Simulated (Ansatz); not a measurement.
# FHMoOS2: how energies converge with the basis set

How large a basis does FHMoOS2 need? Two functionals are run in growing sets.

Computed with Ansatz 0.2.0, Gaussian basis. Level: one geometry, several basis sets.

The runs, in order: PBE0-D4/def2-SVP; ωB97M-V/def2-SVP; PBE0-D4/def2-QZVPP; ωB97M-V/def2-QZVPP; the functionals' def2-TZVPP values are taken from earlier runs.

### 1 The relaxed structure

All runs share one geometry, relaxed beforehand with PBE0-D4 in a triple-zeta def2 set. Mo takes the def2 core potential; no spin-orbit term is included.

SMILES `[OH][Mo]([F])(=[S])=[S]`, 6 atoms, charge 0, spin multiplicity 1.

Atoms are counted from 1 here; the program's logs count them from 0.

Bond lengths: O1–Mo2 1.851 Å, O1–H6 0.963 Å, Mo2–F3 1.837 Å, Mo2–S4 2.093 Å, Mo2–S5 2.093 Å. Angles: Mo2–O1–H6 121.4°, O1–Mo2–F3 111.4°, O1–Mo2–S4 108.2°, O1–Mo2–S5 109.5°, F3–Mo2–S4 109.7°, F3–Mo2–S5 109.4°, S4–Mo2–S5 108.6°.

Coordinates:

```xyz
6

O    -1.1371    0.4251    0.8507
Mo    0.2389   -0.2926   -0.1585
F     1.4113   -1.2455    0.8865
S    -0.6007   -1.5516   -1.6048
S     1.2681    1.2485   -1.1311
H    -1.1384    1.3520    1.1110
```

### 2 PBE0-D4 in def2-SVP

Input file in.yaml:

```yaml
crystal:
  periodic: [false, false, false]
  atoms:
    - {symbol: O, position_ang: [-1.137107, 0.425121, 0.850714]}
    - {symbol: Mo, position_ang: [0.238899, -0.292582, -0.158486]}
    - {symbol: F, position_ang: [1.411277, -1.245480, 0.886533]}
    - {symbol: S, position_ang: [-0.600718, -1.551563, -1.604834]}
    - {symbol: S, position_ang: [1.268113, 1.248529, -1.131131]}
    - {symbol: H, position_ang: [-1.138365, 1.351976, 1.111003]}
basis:
  gaussian: {orbitals: def2-SVP}
hamiltonian: {xc: pbe0, dispersion: d4}
output: {orbitals: {seedname: orbitals}}
```

Further steps of the session: ωB97M-V in def2-SVP; PBE0-D4 in def2-QZVPP; ωB97M-V in def2-QZVPP.

Q: Predict the results of all the runs planned. Wanted: PBE0-D4: double and triple zeta above quadruple; ωB97M-V: double and triple zeta above quadruple.

As calculated:

| quantity | value |
| --- | --- |
| PBE0-D4: double and triple zeta above quadruple | 15.15, 1.02 eV |
| ωB97M-V: double and triple zeta above quadruple | 15.15, 0.97 eV |

In words: PBE0-D4 gains 14.13 eV from double to triple zeta, then 1.02 eV more. Total energies overstate the basis error of differences, where much of it tends to cancel.
